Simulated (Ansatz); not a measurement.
# CH₃BFNO: small, medium and large basis sets

An exercise on one series of results from a longer session: the logs are not shown, and one member is left open.

Method: one geometry, several basis sets; program: Ansatz 0.2.0, Gaussian basis.

The runs, in order: PBE0-D4/def2-SVP; ωB97M-V/def2-SVP; PBE0-D4/def2-QZVPP; ωB97M-V/def2-QZVPP; the functionals' def2-TZVPP values are taken from earlier runs.

## Structure used throughout

The geometry comes from an earlier relaxation with PBE0-D4 in a triple-zeta def2 set; it is a stationary point, not always the lowest conformer.

8 atoms, charge 0, spin multiplicity 1.

Atoms are counted from 1 here; the program's logs count them from 0.

Bond lengths: C1–N2 1.251 Å, C1–H6 1.095 Å, C1–H7 1.099 Å, N2–B3 1.426 Å, B3–O4 1.356 Å, B3–F5 1.330 Å, O4–H8 0.959 Å. Angles: N2–C1–H6 120.4°, N2–C1–H7 123.9°, H6–C1–H7 115.8°, C1–N2–B3 134.3°, N2–B3–O4 123.3°, N2–B3–F5 119.4°, O4–B3–F5 117.1°, B3–O4–H8 113.2°.

Set-up of the first run:

The input, in.yaml:

```yaml
crystal:
  periodic: [false, false, false]
  atoms:
    - {symbol: C, position_ang: [-0.416405, 0.849481, -1.114667]}
    - {symbol: N, position_ang: [-0.377198, 0.525481, 0.092721]}
    - {symbol: B, position_ang: [0.502962, -0.271322, 0.883067]}
    - {symbol: O, position_ang: [0.254300, -1.567108, 1.197307]}
    - {symbol: F, position_ang: [1.574094, 0.290794, 1.435140]}
    - {symbol: H, position_ang: [-1.212124, 1.502669, -1.487295]}
    - {symbol: H, position_ang: [0.317528, 0.516949, -1.861835]}
    - {symbol: H, position_ang: [-0.550956, -1.904044, 0.799764]}
basis:
  gaussian: {orbitals: def2-SVP}
hamiltonian: {xc: pbe0, dispersion: d4}
output: {orbitals: {seedname: orbitals}}
```

Started as:

```console
$ ansatz run in.yaml --threads 2 --pin off --events-out ev --progress --plain --max-ram 4352MiB
```

Among the steps run: PBE0-D4 in def2-SVP; ωB97M-V in def2-SVP; PBE0-D4 in def2-QZVPP; ωB97M-V in def2-QZVPP.

One of the session's tables, all rows but one given; the rest of the session is left out.

It belongs to the step «Functionals by basis». 

```
functional       basis  HOMO (eV)
   PBE0-D4    def2-SVP          ?
   PBE0-D4  def2-TZVPP      -7.65
   PBE0-D4  def2-QZVPP      -7.68
   ωB97M-V    def2-SVP      -9.82
   ωB97M-V  def2-TZVPP      -9.99
   ωB97M-V  def2-QZVPP     -10.02
```

Estimate the missing values for PBE0-D4, def2-SVP.

The run gave: HOMO (eV): -7.50. In the column «HOMO (eV)» it is the highest.
